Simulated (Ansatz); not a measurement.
# GeSiH5 (SMILES [SiH2][GeH3]) at UPBE/aug-cc-pVDZ

Aim: the electronic atomisation energy of GeSiH5 at UPBE/aug-cc-pVDZ, from 4 runs. 

Program for the calculation: Ansatz 0.2.0.

27 further runs of the same task are left out: 27 set aside as unsound or not needed.

### Step 1. The structure to begin with

GeSiH5 has 7 atoms, charge 0, and is taken as a doublet. SMILES: `[SiH2][GeH3]`. The coordinates come from a PBE0-D4/def2-TZVP relaxation.

Bond lengths: Si1–Ge2 2.370 Å, Si1–H3 1.489 Å, Si1–H4 1.489 Å, Ge2–H5 1.537 Å, Ge2–H6 1.541 Å, Ge2–H7 1.537 Å. Angles: Si1–Ge2–H5 109.6°, Si1–Ge2–H6 112.0°, Si1–Ge2–H7 109.7°, Ge2–Si1–H3 113.4°, Ge2–Si1–H4 113.3°, H5–Ge2–H6 108.4°, H5–Ge2–H7 108.7°, H6–Ge2–H7 108.4°, H3–Si1–H4 109.6°.

### Step 2. A single-point energy at UPBE/aug-cc-pVDZ

Input file molecule.yaml:

```yaml
crystal:
  periodic: [false, false, false]
  atoms:
    - {symbol: Si, position_ang: [-0.094700, -1.423600, -0.163400]}
    - {symbol: Ge, position_ang: [0.288700, 0.914700, -0.097700]}
    - {symbol: H, position_ang: [0.173200, -2.103400, 1.133900]}
    - {symbol: H, position_ang: [-1.456400, -1.784700, -0.645400]}
    - {symbol: H, position_ang: [0.037100, 1.517100, -1.489000]}
    - {symbol: H, position_ang: [-0.633800, 1.622900, 0.913200]}
    - {symbol: H, position_ang: [1.746900, 1.189100, 0.302700]}
basis:
  gaussian: {orbitals: aug-cc-pVDZ}
magnetization: {spin_polarized: true, initial_magnetization: 1}
hamiltonian: {xc: {name: PBE}}
accuracy: high
output: {orbitals: {seedname: orbitals}}
```

Launch:

```
ansatz run molecule.yaml --threads 1 --pin off --max-ram 3480MiB --events-out events.jsonl --progress --plain --runs-dir runs
```

Log:

```text
Warning: RAYON_NUM_THREADS=1 ignored (pool sized by the plan → 1); use --threads N
Functional definition: PBE
  name "PBE"
  parameter kappa = 0.804
  parameter beta = 0.06672455060314922
  exchange = pbe_x(kappa = kappa, mu = beta*pi^2/3)
  correlation = pbe_c(beta = beta)
2189 factors; integrals over basis functions are off by at most 4.4e-9 eV
mean field evaluation 1: about -64460.5503 eV, gradient 1.2e1 eV
mean field evaluation 2: about -64461.5192 eV, gradient 5.9e0 eV
mean field evaluation 4: about -64461.8540 eV, gradient 2.7e-1 eV
mean field evaluation 8: about -64461.8501 eV, gradient 3.4e-2 eV
mean field evaluation 16: about -64461.8501 eV, gradient 1.5e-5 eV
mean field -64461.85011254 eV, -2368.9292978246 hartree, gradient 6.5e-8 eV, S^2 0.753227; 0 other end points of the search recorded, 0 dependent functions left out
reference -64461.85012159 eV, -2368.9292981571 hartree; 26, 25 occupied and 82, 83 virtual orbitals, 2189 factors
Total energy: -64461.85012159 eV, -2368.9292981571 hartree
```

Wall time 17 s (1 thread of Arm Neoverse V1, shared host); peak memory 0.36 GiB.

### Step 3. The Ge atom

Input file run.yaml:

```yaml
crystal:
  periodic: [false, false, false]
  atoms:
    - symbol: Ge
      position_ang: [0.000000, 0.000000, 0.000000]
basis:
  gaussian: {orbitals: aug-cc-pVDZ}
total_charge: 0
magnetization: {spin_polarized: true, initial_magnetization: 2}
hamiltonian: {xc: pbe}
accuracy: high
```

Run the same way, it converges to -2076.57461 Eh (log not shown).

### Step 4. The H atom

Input file job.yaml:

```yaml
crystal:
  periodic: [false, false, false]
  atoms:
    - {symbol: H, position_ang: [0.000000, 0.000000, 0.000000]}
basis:
  gaussian: {orbitals: aug-cc-pVDZ}
magnetization: {spin_polarized: true, initial_magnetization: 1}
hamiltonian: {xc: pbe}
accuracy: high
```

Run the same way, it converges to -0.49922 Eh (log not shown).

### Step 5. The Si atom at the same level

Input file in.yaml:

```yaml
crystal:
  periodic: [false, false, false]
  atoms:
    - symbol: Si
      position_ang: [0.000000, 0.000000, 0.000000]
basis:
  gaussian:
    orbitals: aug-cc-pVDZ
magnetization:
  spin_polarized: true
  initial_magnetization: 2
hamiltonian:
  xc: {name: PBE}
accuracy: high
```

Launch:

```
ansatz run in.yaml --threads 1 --pin off --max-ram 3480MiB --events-out events.jsonl --progress --plain --runs-dir runs
```

Log, shortened:

```text
Warning: RAYON_NUM_THREADS=1 ignored (pool sized by the plan → 1); use --threads N
[... 6 set-up lines as earlier in the session ...]
231 factors; integrals over basis functions are off by at most 3.2e-9 eV
mean field evaluation 1: about -7869.9479 eV, gradient 3.2e0 eV
mean field evaluation 2: about -7870.0584 eV, gradient 1.6e0 eV
mean field evaluation 4: about -7870.0857 eV, gradient 1.5e-1 eV
mean field evaluation 8: about -7870.0857 eV, gradient 1.0e-3 eV
mean field evaluation 16: about -7869.9735 eV, gradient 2.8e0 eV
mean field -7870.08566946 eV, -289.2203138169 hartree, gradient 2.0e-8 eV, S^2 2.003597; 1 other end points of the search recorded, 0 dependent functions left out
reference -7870.08567344 eV, -289.2203139633 hartree; 8, 6 occupied and 19, 21 virtual orbitals, 231 factors
Total energy: -7870.08567344 eV, -289.2203139633 hartree
```

Run time: 1.2 s. Hardware: 1 thread of Arm Neoverse V1, shared host.

### Step 6. Results

Level: UPBE/aug-cc-pVDZ.

```
                                    quantity           value
                      molecule: total energy  -2368.92930 Eh
molecule: HOMO energy (highest over α and β)        -5.22 eV
 molecule: LUMO energy (lowest over α and β)        -3.62 eV
                              molecule: ⟨S²⟩           0.753
                       Ge atom: total energy  -2076.57461 Eh
                               Ge atom: ⟨S²⟩           2.002
                        H atom: total energy     -0.49922 Eh
                                H atom: ⟨S²⟩           0.750
                       Si atom: total energy   -289.22031 Eh
                               Si atom: ⟨S²⟩           2.004
               electronic atomisation energy       17.368 eV
```

**Reading.** Taking the molecule apart into free atoms costs 17.37 eV (1676 kJ/mol), before zero-point energy and without spin-orbit coupling.
